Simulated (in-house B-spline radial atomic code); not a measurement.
# Xe²⁺: excited configurations

Aim: the energies of several excited configurations of Xe²⁺ above a reference configuration, each from its own self-consistent run.

Program: in-house B-spline radial atomic code version 1. Level of theory: scalar-relativistic (spin-free one-electron X2C) AM05, spin-polarised, spherical fractional occupations, Fermi nucleus, basis-set limit. These are calculated values, not measurements, unless marked.

**1. What is computed**

- element: xenon (Z = 54)
- charge: +2
- electrons: 52
- configuration: [Kr] 4d10 5s2 5p4
- Hamiltonian: scalar-relativistic (X2C)
- nucleus: Fermi, rms radius 4.786 fm

The outer shells:

[Kr] 4d10 5s2 5p4
```
[Kr] core
4d [↑↓][↑↓][↑↓][↑↓][↑↓]
5s [↑↓]
5p [↑↓][↑ ][↑ ]
```

Where spins are not typed, each open shell is filled with up spins first.

Settings of the run:

```ini
Z = 54
electrons = 52.0
configuration = [Kr] 4d10 5s2 5p4
hamiltonian = x2c
method = am05
spin_polarised = True
nucleus = fermi
rms_radius = 4.7859
mass_number = 132
atomic_mass = 131.90415508346
speed_of_light = 137.035999084
```

From the earlier run of the reference: total energy -7438.950214 hartree. Levels, eight at most:

| orbital | occupation | energy (eV) | <r> (bohr) |
| --- | --- | --- | --- |
| 4p up | 3 | -162.29 | 0.7649 |
| 4p down | 3 | -162.12 | 0.7644 |
| 4d up | 5 | -80.598 | 0.8766 |
| 4d down | 5 | -80.320 | 0.8736 |
| 5s up | 1 | -39.982 | 1.785 |
| 5s down | 1 | -38.394 | 1.782 |
| 5p up | 3 | -27.330 | 2.078 |
| 5p down | 1 | -25.707 | 2.095 |

**2. Configuration [Kr] 4d9 4f1 5s2 5p4**

Settings of the run:

```ini
Z = 54
electrons = 52.0
configuration = [Kr] 4d9 4f1 5s2 5p4
hamiltonian = x2c
method = am05
spin_polarised = True
nucleus = fermi
rms_radius = 4.7859
mass_number = 132
atomic_mass = 131.90415508346
speed_of_light = 137.035999084
```

**3. Run with [Ar] 3d9 4s2 4p6 4d10 5s2 5p4 6d1**

Changes to the settings of step 2:

```diff
@@ -2,3 +2,3 @@
 electrons = 52.0
-configuration = [Kr] 4d9 4f1 5s2 5p4
+configuration = [Ar] 3d9 4s2 4p6 4d10 5s2 5p4 6d1
 hamiltonian = x2c
```

**4. Configuration [Ar] 3d10 4s2 4p5 4d10 5s2 5p4 5d1**

Changes to the settings of step 3:

```diff
@@ -2,3 +2,3 @@
 electrons = 52.0
-configuration = [Ar] 3d9 4s2 4p6 4d10 5s2 5p4 6d1
+configuration = [Ar] 3d10 4s2 4p5 4d10 5s2 5p4 5d1
 hamiltonian = x2c
```

**5. Run with [Ar] 3d10 4s2 4p5 4d10 5s2 5p4 6p1**

Changes to the settings of step 4:

```diff
@@ -2,3 +2,3 @@
 electrons = 52.0
-configuration = [Ar] 3d10 4s2 4p5 4d10 5s2 5p4 5d1
+configuration = [Ar] 3d10 4s2 4p5 4d10 5s2 5p4 6p1
 hamiltonian = x2c
```

**6. Run with [Kr] 4d10 5s1 5p5**

Changes to the settings of step 5:

```diff
@@ -2,3 +2,3 @@
 electrons = 52.0
-configuration = [Ar] 3d10 4s2 4p5 4d10 5s2 5p4 6p1
+configuration = [Kr] 4d10 5s1 5p5
 hamiltonian = x2c
```

**Question.** How far above the reference does each configuration lie (order and size, in eV)?

The runs gave:

| net move | configuration | 2|M_S|+1 | energy above the reference (eV) | largest <r> (bohr) |
| --- | --- | --- | --- | --- |
| 5s → 5p | [Kr] 4d10 5s1 5p5 | 3 | 12.700 | 2.09 |
| 4d → 4f | [Kr] 4d9 4f1 5s2 5p4 | 5 | 75.936 | 2.04 |
| 4p → 5d | [Ar] 3d10 4s2 4p5 4d10 5s2 5p4 5d1 | 5 | 154.61 | 2.80 |
| 4p → 6p | [Ar] 3d10 4s2 4p5 4d10 5s2 5p4 6p1 | 5 | 159.39 | 4.60 |
| 3d → 6d | [Ar] 3d9 4s2 4p6 4d10 5s2 5p4 6d1 | 5 | 690.33 | 6.21 |

At the bottom stands 5s → 5p (12.700 eV), at the top 3d → 6d (690.33 eV). 4 of them lie more than 60 % above minus the reference's highest level (25.707 eV), in the range where a state can decay by emitting an electron. The reference has 2|M_S|+1 = 3; 4 of the configurations differ from it in spin. These are spherical averages at the typed spins, not spectroscopic levels.
